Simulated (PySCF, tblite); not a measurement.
# C4H15BN2Si: geometry, infrared bands and NMR shifts

What infrared bands and NMR shifts should C4H15BN2Si (`CC(C)(C)[SiH2]B(N)N`) show?

The runs use tblite 0.8.0 and PySCF 2.14.0, with density-fitted response routines of our own; the level of theory stands in each step. All values are computed, except where a source is named. Atoms count from 0, in the outputs and in this text.

### 1 The starting structure

23 atoms, charge 0, multiplicity 1; geometry from: force field or distance geometry start.

Bonds of the start (Å): C0–C1 1.53, C1–C2 1.55, C1–C3 1.53, C1–Si4 1.90, Si4–B5 1.94, B5–N6 1.52, B5–N7 1.53, C0–H8 1.11, C0–H9 1.11, C0–H10 1.12, C2–H11 1.11, C2–H12 1.11, C2–H13 1.12, C3–H14 1.10, C3–H15 1.12, C3–H16 1.11, Si4–H17 1.48, Si4–H18 1.47, N6–H19 1.05, N6–H20 1.04, N7–H21 1.04, N7–H22 1.05.

### 2 Geometry optimisation with GFN2-xTB

What the job is given:

```
{"job": {"kind": "relax", "xc": "GFN2-xTB", "basis": "xTB"}, "charge": 0, "multiplicity": 1}
C     -1.153400     1.368700    -0.726600
C     -1.038700    -0.122300    -0.415000
C     -1.407600    -0.386700     1.065200
C     -1.961100    -0.925500    -1.338700
Si     0.749400    -0.691200    -0.689300
B      1.997500     0.196400     0.498400
N      2.196300     1.705700     0.410100
N      2.793900    -0.608500     1.526600
H     -0.850400     1.573800    -1.773000
H     -0.529400     1.976500    -0.042800
H     -2.216700     1.705800    -0.600300
H     -1.318400    -1.464600     1.313700
H     -0.769900     0.200700     1.757900
H     -2.465900    -0.081700     1.244900
H     -1.698700    -0.755200    -2.394500
H     -1.882500    -2.019900    -1.104400
H     -3.018200    -0.625600    -1.180100
H      1.131900    -0.417000    -2.088800
H      0.830800    -2.135800    -0.456600
H      1.977900     2.096900     1.361900
H      3.208100     1.879000     0.244400
H      3.322400    -1.336400     0.997000
H      2.098000    -1.106200     2.131900
```

Started as:

```console
OMP_NUM_THREADS=1 python probes_run.py task.json out
```

This one command runs all jobs of the session in turn.

**Question.** This job is followed by: GFN2-xTB harmonic vibrations, gas phase; GIAO PBE0/pcSseg-1 NMR shielding, non-relativistic, gas phase. What will the session give for the following? strongest single infrared mode (GFN2-xTB); zero-point energy (GFN2-xTB); 13C shifts against TMS (PBE0/pcSseg-1, means over atoms taken as alike); 1H shifts against TMS (PBE0/pcSseg-1, means over atoms taken as alike); 29Si shifts against TMS (PBE0/pcSseg-1); 11B shifts against BF3·OEt2 (PBE0/pcSseg-1); 15N shifts against NH3 (PBE0/pcSseg-1, means over atoms taken as alike); surface potential, 1st and 99th percentile.

**Answer**, as computed:

| quantity | value |
| --- | --- |
| strongest single infrared mode (GFN2-xTB) | 2091 cm⁻¹, 587 km/mol |
| zero-point energy (GFN2-xTB) | 121.2 kcal/mol |
| 13C shifts against TMS (PBE0/pcSseg-1, means over atoms taken as alike) | 31.5, 20.5 ppm |
| 1H shifts against TMS (PBE0/pcSseg-1, means over atoms taken as alike) | 3.61, 2.76, 1.10 ppm |
| 29Si shifts against TMS (PBE0/pcSseg-1) | -48.1 ppm |
| 11B shifts against BF3·OEt2 (PBE0/pcSseg-1) | 25.2 ppm |
| 15N shifts against NH3 (PBE0/pcSseg-1, means over atoms taken as alike) | 82.4 ppm |
| surface potential, 1st and 99th percentile | -0.74 V and 1.64 V |

The optimisation took 161 steps and gained 1.979 eV; among the close pairs (by a distance rule), B5–N7 changed most, from 1.529 to 1.405 Å. No mode is imaginary among the 63: a minimum at this level. The strongest single mode, at 2091 cm⁻¹, moves mainly H18 and H17. Unscaled tight-binding wavenumbers are off by several per cent, some by more. Its intensities can rank the bands wrongly. At PBE0/pcSseg-1: Shielding is most anisotropic at N6, N7 (span 116 ppm, paramagnetic term -131 ppm).
